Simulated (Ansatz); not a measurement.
**CH6Ge (SMILES [CH3][GeH3]) at 5 levels**

We compute a comparison of 5 runs (B2PLYP/STO-3G, B3LYP/6-31G*, PBE0/def2-SVP, UCCSD/cc-pV(D+d)Z, CCSD/def2-SVP) of CH6Ge. 

The results are computed with Ansatz 0.2.0.

4 further runs of the same task are left out: 1 that didn't finish, 3 set aside as unsound or not needed.

**1. The molecule**

CH6Ge has 8 atoms, charge 0, and is taken as a singlet. SMILES: `[CH3][GeH3]`. The shape is that of a PBE0-D4/def2-TZVP optimisation.

Bond lengths: C1–Ge2 1.953 Å, C1–H3 1.090 Å, C1–H4 1.090 Å, C1–H5 1.091 Å, Ge2–H6 1.539 Å, Ge2–H7 1.539 Å, Ge2–H8 1.539 Å. Some angles: C1–Ge2–H6 110.4°, C1–Ge2–H7 110.4°, C1–Ge2–H8 110.4°, Ge2–C1–H3 110.3°, Ge2–C1–H4 110.3°, Ge2–C1–H5 110.3°, H6–Ge2–H7 108.5°, H6–Ge2–H8 108.5°, H7–Ge2–H8 108.5°, H3–C1–H4 108.6°.

**2. Energy and forces at B2PLYP/STO-3G (run 1)**

run.yaml

```yaml
crystal:
  periodic: [false, false, false]
  atoms:
    - {symbol: C, position_ang: [-0.310900, 0.190300, -0.971400]}
    - {symbol: Ge, position_ang: [0.296900, -0.181900, 0.846700]}
    - {symbol: H, position_ang: [-1.380100, 0.404200, -0.976500]}
    - {symbol: H, position_ang: [0.218800, 1.052200, -1.378400]}
    - {symbol: H, position_ang: [-0.124600, -0.669400, -1.616000]}
    - {symbol: H, position_ang: [0.030700, 1.028200, 1.760100]}
    - {symbol: H, position_ang: [1.807100, -0.479600, 0.857700]}
    - {symbol: H, position_ang: [-0.445700, -1.401200, 1.422100]}
basis:
  gaussian: {orbitals: STO-3G}
hamiltonian: {xc: {name: B2PLYP}}
correlation: {frozen_orbitals: {C: 1, Ge: 9, H: 0}}
accuracy: high
output: {forces: true, orbitals: {seedname: orbitals}}
```

Started as:

```sh
ansatz run run.yaml --threads 1 --pin off --max-ram 2610MiB --events-out events.jsonl --progress --plain --runs-dir runs
```

Log:

```text
Warning: RAYON_NUM_THREADS=1 ignored (pool sized by the plan → 1); use --threads N
Functional definition: B2PLYP
  name "B2PLYP"
  parameter a = 0.53
  parameter c = 0.27
  exchange = (1 - a)*b88_x + a*exact_x
  correlation = (1 - c)*lyp_c + c*(mp2_os + mp2_ss)
451 factors; integrals over basis functions are off by at most 5.3e-9 eV
mean field evaluation 1: about -56976.3699 eV, gradient 7.1e0 eV
mean field evaluation 2: about -56976.3607 eV, gradient 7.0e0 eV
mean field evaluation 4: about -56976.5719 eV, gradient 4.7e-1 eV
mean field evaluation 8: about -56976.5723 eV, gradient 9.4e-4 eV
mean field -56976.57232592 eV, -2093.8504128697 hartree, gradient 7.3e-8 eV, S^2 0.000000; 0 other end points of the search recorded, 0 dependent functions left out
10 core orbitals not correlated: weight in the atoms' cores, before any rotation towards them, 1.000 or more for the frozen orbitals, at most 0.000 for the correlated occupied ones
reference -56976.57234524 eV, -2093.8504135797 hartree; 12, 12 occupied and 7, 7 virtual orbitals, 451 factors
second order -3.33048869 eV of doubles, -0.00000000 eV of singles
the calculation of the forces begins
mean field evaluation 16: about -56976.5723 eV, gradient 7.3e-8 eV
Total energy: -56977.47157719 eV, -2093.8834597442 hartree
Atom 0 at    -0.310900     0.190300    -0.971400 Å, force     0.547165    -0.337521     1.625430 eV/Å
Atom 1 at     0.296900    -0.181900     0.846700 Å, force     0.351932    -0.214162     1.051788 eV/Å
Atom 2 at    -1.380100     0.404200    -0.976500 Å, force    -0.229174     0.064405    -0.133403 eV/Å
Atom 3 at     0.218800     1.052200    -1.378400 Å, force     0.045713     0.174071    -0.202050 eV/Å
Atom 4 at    -0.124600    -0.669400    -1.616000 Å, force    -0.012730    -0.116074    -0.240465 eV/Å
Atom 5 at     0.030700     1.028200     1.760100 Å, force     0.348787    -1.621862    -1.256585 eV/Å
Atom 6 at     1.807100    -0.479600     0.857700 Å, force    -2.040508     0.406069    -0.043031 eV/Å
Atom 7 at    -0.445700    -1.401200     1.422100 Å, force     0.988815     1.645074    -0.801685 eV/Å
Dipole moment:    -0.009246     0.005635    -0.027650 e Å
```

Wall time 5.7 s (1 thread of Arm Neoverse V2, shared host); peak memory 0.11 GiB.

**3. Energy and forces at B3LYP/6-31G(d) (spherical functions) (run 2)**

Changes to run.yaml since step 2:

```diff
@@ -12,5 +12,4 @@
 basis:
-  gaussian: {orbitals: STO-3G}
-hamiltonian: {xc: {name: B2PLYP}}
-correlation: {frozen_orbitals: {C: 1, Ge: 9, H: 0}}
+  gaussian: {orbitals: 6-31G_st_-spherical.json}
+hamiltonian: {xc: {name: B3LYP}}
 accuracy: high
```

The basis set 6-31G* is read from a file made from the Basis Set Exchange's data (not shown).

Started as:

```sh
ansatz run run.yaml --threads 1 --pin off --max-ram 2610MiB --events-out events.jsonl --progress --plain --runs-dir runs
```

Log:

```text
Warning: RAYON_NUM_THREADS=1 ignored (pool sized by the plan → 1); use --threads N
Functional definition: B3LYP
  name "B3LYP"
  parameter a0 = 0.2
  parameter ax = 0.72
  parameter ac = 0.81
  exchange = (1 - a0 - ax)*slater_x + ax*b88_x + a0*exact_x
  correlation = (1 - ac)*vwn_rpa_c + ac*lyp_c
1317 factors; integrals over basis functions are off by at most 4.7e-9 eV
mean field evaluation 1: about -57642.3706 eV, gradient 4.2e1 eV
mean field evaluation 2: about -57639.8302 eV, gradient 5.0e1 eV
mean field evaluation 4: about -57646.4008 eV, gradient 3.6e-1 eV
mean field evaluation 8: about -57646.5104 eV, gradient 1.0e-2 eV
mean field evaluation 16: about -57646.5105 eV, gradient 2.3e-6 eV
mean field -57646.51045453 eV, -2118.4701849958 hartree, gradient 5.7e-8 eV, S^2 0.000000; 0 other end points of the search recorded, 0 dependent functions left out
the calculation of the forces begins
reference -57646.51049275 eV, -2118.4701864004 hartree; 22, 22 occupied and 36, 36 virtual orbitals, 1317 factors
Total energy: -57646.51049275 eV, -2118.4701864004 hartree
Atom 0 at    -0.310900     0.190300    -0.971400 Å, force    -0.053701     0.031020    -0.169535 eV/Å
Atom 1 at     0.296900    -0.181900     0.846700 Å, force     0.026705    -0.014723     0.078270 eV/Å
Atom 2 at    -1.380100     0.404200    -0.976500 Å, force    -0.110187     0.022369    -0.002235 eV/Å
Atom 3 at     0.218800     1.052200    -1.378400 Å, force     0.052417     0.087075    -0.042711 eV/Å
Atom 4 at    -0.124600    -0.669400    -1.616000 Å, force     0.018123    -0.083452    -0.065046 eV/Å
Atom 5 at     0.030700     1.028200     1.760100 Å, force    -0.019564     0.113884     0.107160 eV/Å
Atom 6 at     1.807100    -0.479600     0.857700 Å, force     0.153135    -0.032866     0.019277 eV/Å
Atom 7 at    -0.445700    -1.401200     1.422100 Å, force    -0.066927    -0.123307     0.074820 eV/Å
Dipole moment:    -0.050396     0.030806    -0.150690 e Å
```

Wall time 5.7 s (1 thread of Arm Neoverse V2, shared host); peak memory 0.17 GiB.

Runs 3 to 4 aren't shown in full; the table further down has their settings and results.

**4. Energy and forces at CCSD/def2-SVP (run 5)**

job.yaml

```yaml
crystal:
  periodic: [false, false, false]
  atoms:
    - {symbol: C, position_ang: [-0.310900, 0.190300, -0.971400]}
    - {symbol: Ge, position_ang: [0.296900, -0.181900, 0.846700]}
    - {symbol: H, position_ang: [-1.380100, 0.404200, -0.976500]}
    - {symbol: H, position_ang: [0.218800, 1.052200, -1.378400]}
    - {symbol: H, position_ang: [-0.124600, -0.669400, -1.616000]}
    - {symbol: H, position_ang: [0.030700, 1.028200, 1.760100]}
    - {symbol: H, position_ang: [1.807100, -0.479600, 0.857700]}
    - {symbol: H, position_ang: [-0.445700, -1.401200, 1.422100]}
basis:
  gaussian: {orbitals: def2-SVP}
correlation: {method: ccsd, frozen_orbitals: {C: 1, Ge: 9, H: 0}}
accuracy: high
scf: {omitted_lower_state_checks: [cluster_reference, increment]}
output: {forces: true, orbitals: {seedname: orbitals}}
```

Started as:

```sh
ansatz run job.yaml --threads 1 --pin off --max-ram 2610MiB --events-out events.jsonl --progress --plain --runs-dir runs
```

Log:

```text
Warning: RAYON_NUM_THREADS=1 ignored (pool sized by the plan → 1); use --threads N
[... 11 lines left out ...]
10 core orbitals not correlated: weight in the atoms' cores, before any rotation towards them, 1.000 or more for the frozen orbitals, at most 0.000 for the correlated occupied ones
[... 20 lines left out ...]
Total energy: -57602.38887830 eV, -2116.8487469762 hartree
[... 8 lines left out ...]
Dipole moment:    -0.044006     0.026895    -0.131588 e Å
Checks for a lower state left out: cluster_reference, increment
```

Run time: 23 s. Hardware: 1 thread of Arm Neoverse V2, shared host; peak memory 0.46 GiB.

**5. The series**

```csv
run,level,frozen core orbitals,task,energy (Eh),dipole moment (D),HOMO energy (eV),LUMO energy (eV),wall time
1,B2PLYP/STO-3G,10,gradient,-2093.883460,0.14,-8.13,10.00,5.7 s
2,B3LYP/6-31G* (spherical functions),–,gradient,-2118.470186,0.78,-8.53,1.05,5.7 s
3,PBE0/def2-SVP,–,gradient,-2118.101096,0.73,-8.93,1.29,6.6 s
4,UCCSD/cc-pV(D+d)Z,0,energy,-2117.018977,–,–,–,16 s
5,CCSD/def2-SVP,10,gradient,-2116.848747,0.68,-11.98,4.13,23 s
```

**6. Summary of results**

| quantity | value |
| --- | --- |
| run 5: total energy | -2116.84875 Eh |
| run 5: dipole moment (correlated density) | 0.68 D |
| run 5: HOMO energy (Hartree–Fock orbitals) | -11.98 eV |
| run 5: LUMO energy (Hartree–Fock orbitals) | 4.13 eV |
| run 5: HOMO–LUMO gap (Hartree–Fock orbitals) | 16.11 eV |
| run 5: correlation energy (10 core orbitals frozen) | -420.2 mEh |
| run 5: T1 diagnostic | 0.009 |
| run 5: largest force on an atom | 0.347 eV/Å |

In words: Over runs 1, 2, 3, 5 the dipole moment (its size) runs from 0.14 D (B2PLYP/STO-3G) to 0.78 D (B3LYP/6-31G*). The two ends differ in method and basis. A double hybrid's value is that of its SCF part. Over runs 1, 2, 3 the HOMO–LUMO gap runs from 9.58 eV (B3LYP/6-31G*) to 18.13 eV (B2PLYP/STO-3G). Totals of different functionals can't be ranked against each other. In run 1 the basis is minimal, so the values are rough. All runs together took 57 s, the longest 23 s.
